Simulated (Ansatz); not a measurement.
# CrH4: the cost of one run

Program: Ansatz 0.2.0, Gaussian basis. Level of theory: def2-SVP, all electrons in the functionals, frozen cores in the correlation of double hybrids and RPA. These are calculated values, not measurements.

To be run: wB97M-V, B2PLYP, RPA-PBE, at charge 0, triplet; charge 0, singlet; charge 0, quintet; charge 1, doublet; charge 1, quartet; displaced geometry v1; displaced geometry v2.

16 further runs of the same task are left out: 5 that didn't finish, 11 set aside as unsound or not needed.

**1. The geometry**

The geometry is a PBE0/def2-TZVP stationary point (not a proven minimum).

5 atoms, charge 0, spin multiplicity 3.

Atoms are counted from 1 here; the program's logs count them from 0.

Bond lengths: Cr1–H2 1.593 Å, Cr1–H3 1.593 Å, Cr1–H4 1.593 Å, Cr1–H5 1.593 Å. Angles: H2–Cr1–H3 109.5°, H2–Cr1–H4 109.5°, H2–Cr1–H5 109.5°, H3–Cr1–H4 109.5°, H3–Cr1–H5 109.5°, H4–Cr1–H5 109.5°.

As a file:

| atom | x (Å) | y (Å) | z (Å) |
| --- | --- | --- | --- |
| Cr1 | 0.0000 | 0.0000 | 0.0000 |
| H2 | 0.9199 | 0.9213 | 0.9186 |
| H3 | -0.9215 | -0.9170 | 0.9213 |
| H4 | -0.9184 | 0.9185 | -0.9229 |
| H5 | 0.9200 | -0.9229 | -0.9170 |

No dispersion term is added; wB97M-V holds VV10 nonlocal correlation.

The geometry shown and the zero of energy belong to the point charge 0, triplet. The yardstick, UCCSD(T), and other wave-function levels (R restricted, U unrestricted, valence and pair active spaces) come from earlier runs.

**2. wB97M-V, charge 0, triplet**

File in.yaml:

```yaml
crystal:
  periodic: [false, false, false]
  atoms:
    - {symbol: Cr, position_ang: [0.000000, 0.000000, 0.000000]}
    - {symbol: H, position_ang: [0.919905, 0.921316, 0.918584]}
    - {symbol: H, position_ang: [-0.921510, -0.917008, 0.921282]}
    - {symbol: H, position_ang: [-0.918360, 0.918550, -0.922890]}
    - {symbol: H, position_ang: [0.919965, -0.922858, -0.916975]}
basis:
  gaussian: {orbitals: def2-SVP}
magnetization: {spin_polarized: true, initial_magnetization: 2}
hamiltonian: {xc: {name: wB97M-V}}
output: {forces: true, orbitals: {seedname: orbitals}}
```

On the command line:

```console
ansatz run in.yaml --threads 1 --pin off --events-out ev --progress --plain --max-ram 2393MiB
```

What time and memory should one allow on 1 thread of AMD EPYC 9B45, shared host?

About 3.7 s, with a peak of 0.26 GiB.
